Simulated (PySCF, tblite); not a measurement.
# C3H9AlO2: a rotation path, then NMR shifts on frames, part 2 of 2

tblite 0.8.0 and PySCF 2.14.0. Atoms count from 0. Earlier steps stand in the parts before.

## Step 5: NMR shieldings: image 4, PBE0/pcSseg-1

Job settings and geometry (Å):

```
{"job": {"kind": "nmr", "xc": "PBE0", "basis": "pcSseg-1", "pop": false}, "charge": 0, "multiplicity": 1}
C     -0.936200    -1.229700    -0.218800
O     -0.382100     0.027600     0.136700
Al    -1.135900     1.386200     1.208400
C      0.942400     0.355500    -0.261500
C      1.765800    -0.606500    -1.066200
O      1.447100    -1.653700    -1.547500
H     -1.930600    -1.223400     0.226800
H     -1.015700    -1.340400    -1.300900
H     -0.354500    -2.054200     0.195900
H     -0.035700     1.386200     2.344600
H     -2.524000     0.708600     1.479600
H     -1.030700     2.562600     0.159500
H      1.503700     0.600100     0.652200
H      0.891600     1.290600    -0.840400
H      2.790400    -0.201500    -1.190300
```

Method: GIAO PBE0/pcSseg-1 NMR shielding, non-relativistic, gas phase.

What it wrote:

```text
coarse grid: 12640 points
cycle   1  E = -511.9036366805  dE =  6.687e-01  |g| = 8.281e-01  |ddm| = 3.247e+00
cycle   2  E = -511.4669862275  dE =  4.367e-01  |g| = 1.717e+00  |ddm| = 2.094e+00
cycle   3  E = -512.0360002051  dE = -5.690e-01  |g| = 1.201e-01  |ddm| = 1.641e+00
cycle   4  E = -512.0375436921  dE = -1.543e-03  |g| = 8.932e-02  |ddm| = 1.344e-01
cycle   5  E = -512.0388777099  dE = -1.334e-03  |g| = 1.230e-02  |ddm| = 5.914e-02
cycle   6  E = -512.0389057078  dE = -2.800e-05  |g| = 2.217e-03  |ddm| = 8.929e-03
cycle   7  E = -512.0389065883  dE = -8.805e-07  |g| = 7.099e-04  |ddm| = 2.746e-03
final grid: 116280 points
cycle   8  E = -512.0950405311  dE = -1.602e-05  |g| = 1.339e-02  |ddm| = 2.559e-02
cycle   9  E = -512.0949707440  dE =  6.979e-05  |g| = 2.378e-02  |ddm| = 2.076e-02
cycle  10  E = -512.0950716254  dE = -1.009e-04  |g| = 2.764e-03  |ddm| = 1.524e-02
cycle  11  E = -512.0950730445  dE = -1.419e-06  |g| = 3.700e-04  |ddm| = 1.988e-03
cycle  12  E = -512.0950730677  dE = -2.319e-08  |g| = 1.310e-04  |ddm| = 3.767e-04
cycle  13  E = -512.0950730713  dE = -3.530e-09  |g| = 2.215e-05  |ddm| = 1.115e-04
cycle  14  E = -512.0950730714  dE = -1.064e-10  |g| = 4.225e-06  |ddm| = 2.321e-05
converged SCF energy = -512.0950730714

GIAO shielding tensors (ppm)
atom      isotropic    diamagn.    paramagn.     s11        s22        s33       span
  0 C      123.365     245.598    -122.233     96.136     98.939    175.020     78.884
  1 O      329.942     401.671     -71.729    277.145    311.192    401.488    124.343
  2 Al     402.784     796.260    -393.476    368.871    402.555    436.928     68.056
  3 C      111.102     251.883    -140.782     70.845     99.785    162.675     91.830
  4 C      -10.733     246.468    -257.201   -109.195     -9.865     86.861    196.056
  5 O     -335.018     401.045    -736.063   -957.840   -445.243    398.029   1355.869
  6 H       27.311      30.095      -2.784     22.867     26.809     32.256      9.389
  7 H       27.069      30.379      -3.310     22.975     25.081     33.152     10.177
  8 H       27.365      30.533      -3.168     23.573     25.258     33.264      9.692
  9 H       27.489      30.550      -3.061     24.333     26.580     31.554      7.221
 10 H       27.611      30.735      -3.124     24.327     26.970     31.536      7.209
 11 H       27.489      30.502      -3.014     24.330     26.503     31.633      7.303
 12 H       26.436      30.999      -4.564     23.165     24.936     31.206      8.041
 13 H       26.617      30.681      -4.064     23.623     25.119     31.109      7.486
 14 H       22.139      25.731      -3.591     20.137     21.001     25.279      5.142
```

Run time: 14 s. Hardware: 1 thread of Arm Neoverse V1, shared host; peak memory 0.75 GiB.

Key values: δ C4 197.7, C3 75.8, C0 63.6, O5 671.1, H14 9.58, H12 5.28 ppm.

## Step 6: Shielding tensors: image 6, PBE0/pcSseg-1

Job settings and geometry (Å):

```
{"job": {"kind": "nmr", "xc": "PBE0", "basis": "pcSseg-1", "pop": false}, "charge": 0, "multiplicity": 1}
C     -0.849600    -1.325100    -0.032000
O     -0.372300    -0.000300     0.145000
Al    -1.186200     1.475600     0.999800
C      1.000900     0.232300    -0.083500
C      1.630200    -0.396700    -1.295600
O      1.088700    -1.031700    -2.151600
H     -1.872200    -1.312100     0.342100
H     -0.844500    -1.602900    -1.086800
H     -0.254400    -2.037100     0.544200
H     -0.213000     1.582700     2.243600
H     -2.604100     0.831900     1.196300
H     -0.930200     2.533900    -0.142800
H      1.593800    -0.055500     0.796000
H      1.085700     1.325100    -0.187400
H      2.722800    -0.212200    -1.309200
```

Level: GIAO PBE0/pcSseg-1 NMR shielding, non-relativistic, gas phase.

What it wrote:

```text
coarse grid: 12640 points
cycle   1  E = -511.9100712551  dE =  6.770e-01  |g| = 8.233e-01  |ddm| = 3.239e+00
cycle   2  E = -511.4736938215  dE =  4.364e-01  |g| = 1.714e+00  |ddm| = 2.098e+00
cycle   3  E = -512.0418193714  dE = -5.681e-01  |g| = 1.155e-01  |ddm| = 1.633e+00
cycle   4  E = -512.0432122035  dE = -1.393e-03  |g| = 8.719e-02  |ddm| = 1.298e-01
cycle   5  E = -512.0444819925  dE = -1.270e-03  |g| = 1.242e-02  |ddm| = 5.970e-02
cycle   6  E = -512.0445101097  dE = -2.812e-05  |g| = 2.368e-03  |ddm| = 9.161e-03
cycle   7  E = -512.0445111497  dE = -1.040e-06  |g| = 7.598e-04  |ddm| = 3.016e-03
final grid: 116280 points
cycle   8  E = -512.0995722691  dE = -1.148e-05  |g| = 1.365e-02  |ddm| = 1.997e-02
cycle   9  E = -512.0994991602  dE =  7.311e-05  |g| = 2.432e-02  |ddm| = 2.101e-02
cycle  10  E = -512.0996044329  dE = -1.053e-04  |g| = 2.801e-03  |ddm| = 1.548e-02
cycle  11  E = -512.0996058943  dE = -1.461e-06  |g| = 3.551e-04  |ddm| = 1.974e-03
cycle  12  E = -512.0996059164  dE = -2.216e-08  |g| = 1.255e-04  |ddm| = 3.747e-04
cycle  13  E = -512.0996059196  dE = -3.180e-09  |g| = 2.182e-05  |ddm| = 1.059e-04
cycle  14  E = -512.0996059197  dE = -1.031e-10  |g| = 4.286e-06  |ddm| = 2.357e-05
converged SCF energy = -512.0996059197

GIAO shielding tensors (ppm)
atom      isotropic    diamagn.    paramagn.     s11        s22        s33       span
  0 C      126.084     246.772    -120.689     95.660    100.414    182.178     86.518
  1 O      327.600     401.549     -73.948    290.277    307.663    384.862     94.585
  2 Al     402.295     796.277    -393.982    364.848    405.027    437.012     72.164
  3 C      108.085     251.238    -143.153     72.376     96.770    155.109     82.733
  4 C      -12.425     247.644    -260.069   -108.967    -16.602     88.293    197.260
  5 O     -354.863     400.950    -755.813   -998.477   -451.468    385.356   1383.832
  6 H       27.304      30.133      -2.829     22.977     26.329     32.607      9.630
  7 H       26.274      30.305      -4.030     20.798     25.780     32.245     11.447
  8 H       28.441      30.457      -2.016     25.130     25.931     34.263      9.133
  9 H       27.456      30.377      -2.921     24.223     26.559     31.586      7.364
 10 H       27.561      30.765      -3.203     24.202     26.855     31.628      7.426
 11 H       27.420      30.613      -3.193     24.218     26.500     31.543      7.324
 12 H       27.225      31.207      -3.982     24.218     25.129     32.329      8.111
 13 H       26.281      30.592      -4.311     22.221     26.040     30.583      8.361
 14 H       22.093      26.189      -4.096     20.364     20.609     25.306      4.942
```

It took 14 s on 1 thread of Arm Neoverse V1, shared host; peak memory 0.76 GiB.

This run: δ C4 199.4, C3 78.8, C0 60.8, O5 690.9, H14 9.62, H7 5.44 ppm.

## Step 7: Nuclear shieldings: image 8, PBE0/pcSseg-1

Job settings and geometry (Å):

```
{"job": {"kind": "nmr", "xc": "PBE0", "basis": "pcSseg-1", "pop": false}, "charge": 0, "multiplicity": 1}
C     -0.811900    -1.443800     0.144700
O     -0.314400    -0.132300     0.332200
Al    -1.128100     1.516100     0.718900
C      1.060600     0.041300     0.103200
C      1.448600    -0.037900    -1.351800
O      0.711000    -0.327100    -2.245500
H     -1.875200    -1.391600     0.373500
H     -0.675600    -1.772200    -0.886700
H     -0.320000    -2.139100     0.831400
H     -0.259600     1.830100     2.010800
H     -2.585400     0.955100     0.873800
H     -0.713000     2.334800    -0.562400
H      1.655100    -0.676900     0.685000
H      1.287300     1.051800     0.470300
H      2.516400     0.199700    -1.519200
```

Level: GIAO PBE0/pcSseg-1 NMR shielding, non-relativistic, gas phase.

What it wrote:

```text
coarse grid: 12640 points
cycle   1  E = -511.9080708355  dE =  7.015e-01  |g| = 8.242e-01  |ddm| = 3.240e+00
cycle   2  E = -511.4672744973  dE =  4.408e-01  |g| = 1.721e+00  |ddm| = 2.156e+00
cycle   3  E = -512.0412844734  dE = -5.740e-01  |g| = 1.161e-01  |ddm| = 1.670e+00
cycle   4  E = -512.0427305804  dE = -1.446e-03  |g| = 8.664e-02  |ddm| = 1.303e-01
cycle   5  E = -512.0439843167  dE = -1.254e-03  |g| = 1.301e-02  |ddm| = 5.982e-02
cycle   6  E = -512.0440148323  dE = -3.052e-05  |g| = 2.807e-03  |ddm| = 9.929e-03
cycle   7  E = -512.0440163377  dE = -1.505e-06  |g| = 8.809e-04  |ddm| = 3.467e-03
final grid: 116280 points
cycle   8  E = -512.1002565635  dE = -1.013e-05  |g| = 1.423e-02  |ddm| = 2.050e-02
cycle   9  E = -512.1001745900  dE =  8.197e-05  |g| = 2.562e-02  |ddm| = 2.228e-02
cycle  10  E = -512.1002914601  dE = -1.169e-04  |g| = 2.870e-03  |ddm| = 1.640e-02
cycle  11  E = -512.1002929979  dE = -1.538e-06  |g| = 3.576e-04  |ddm| = 1.997e-03
cycle  12  E = -512.1002930200  dE = -2.217e-08  |g| = 1.239e-04  |ddm| = 3.732e-04
cycle  13  E = -512.1002930232  dE = -3.134e-09  |g| = 2.097e-05  |ddm| = 1.085e-04
cycle  14  E = -512.1002930233  dE = -9.152e-11  |g| = 4.569e-06  |ddm| = 2.290e-05
converged SCF energy = -512.1002930233

GIAO shielding tensors (ppm)
atom      isotropic    diamagn.    paramagn.     s11        s22        s33       span
  0 C      124.888     246.342    -121.453     90.939     98.143    185.584     94.645
  1 O      328.811     402.089     -73.277    296.956    310.541    378.938     81.982
  2 Al     402.810     796.470    -393.660    368.004    401.628    438.797     70.793
  3 C      105.628     251.625    -145.997     72.788     95.123    148.973     76.185
  4 C      -12.468     248.450    -260.918   -108.057    -19.674     90.327    198.384
  5 O     -356.414     401.365    -757.780  -1006.747   -460.570    398.073   1404.820
  6 H       27.161      29.825      -2.664     23.121     25.567     32.795      9.674
  7 H       27.110      30.322      -3.212     22.299     26.541     32.490     10.191
  8 H       28.359      29.849      -1.490     24.588     26.008     34.482      9.893
  9 H       27.368      30.531      -3.164     24.010     26.524     31.569      7.560
 10 H       27.522      30.892      -3.369     24.104     26.670     31.793      7.690
 11 H       27.552      30.826      -3.274     24.352     26.933     31.373      7.021
 12 H       27.627      31.049      -3.422     24.323     25.983     32.575      8.253
 13 H       26.201      31.071      -4.869     21.438     26.321     30.846      9.408
 14 H       21.990      26.760      -4.769     20.280     20.757     24.934      4.654
```

Wall time 14 s (1 thread of Arm Neoverse V1, shared host); peak memory 0.76 GiB.

In short: δ C4 199.4, C3 81.3, C0 62.0, O5 692.5, H14 9.73, H13 5.52 ppm.

## Step 8: Comparing the runs: NMR shifts

Shifts (ppm) of some atoms, chosen among heavy atoms and hydrogens apart, with basis size and wall time:

| frame | C4 | C3 | C0 | H8 | H7 | O5 | O1 | functions | time |
| --- | --- | --- | --- | --- | --- | --- | --- | --- | --- |
| image 0 | 199.4 | 81.2 | 62.2 | 4.57 | 3.38 | 692.5 | 7.3 | 154 | 21 s |
| image 2 | 200.0 | 78.5 | 61.5 | 5.55 | 3.44 | 685.0 | 8.8 | 154 | 14 s |
| image 4 | 197.7 | 75.8 | 63.6 | 4.35 | 4.65 | 671.1 | 6.1 | 154 | 14 s |
| image 6 | 199.4 | 78.8 | 60.8 | 3.28 | 5.44 | 690.9 | 8.5 | 154 | 14 s |
| image 8 | 199.4 | 81.3 | 62.0 | 3.36 | 4.61 | 692.5 | 7.3 | 154 | 14 s |

## Step 9: Results

This closing draws on all 2 parts.

| quantity | value |
| --- | --- |
| barrier | 0.208 eV (4.8 kcal/mol) at image 4 |
| end to end (GFN2-xTB) | 0.000 eV |
| 13C shifts against TMS (PBE0/pcSseg-1, image 0) | 199.4, 81.2, 62.2 ppm |
| 1H shifts against TMS (PBE0/pcSseg-1, image 0) | 9.73, 5.49, 4.57, 4.57, 4.34, 4.20, 4.16, 4.10, 3.38 ppm |
| 17O shifts against H2O (PBE0/pcSseg-1, image 0) | 692.5, 7.3 ppm |
| 27Al shifts against AlH4- (PBE0/pcSseg-1, image 0) | 87.5 ppm |
| surface potential, 1st and 99th percentile | -1.21 V and 2.01 V |
| range of the shift of O5 | 671.1 to 692.5 ppm |

Along the band the dihedral turns by 144°, and the top (dihedral 1°) lies 4.8 kcal/mol above the start (GFN2-xTB, rough), so at room temperature this motion is fast. The top was not checked by a frequency run. Shifts at one fixed geometry are not the observed spectrum, which averages over the motion. In the first frame run (image 0): Shielding is most anisotropic at O5 (span 1405 ppm, paramagnetic term -758 ppm). At PBE0/pcSseg-1, counted by nearest atom on the grid, the HOMO lies on H9, H11 about 41 % each; Al2 8 %, the LUMO on C4 44 %; O5 33 %. In ppm, O5 moves most: its shift spreads over 21.4 ppm, from 671.1 (image 4) to 692.5 (image 8).
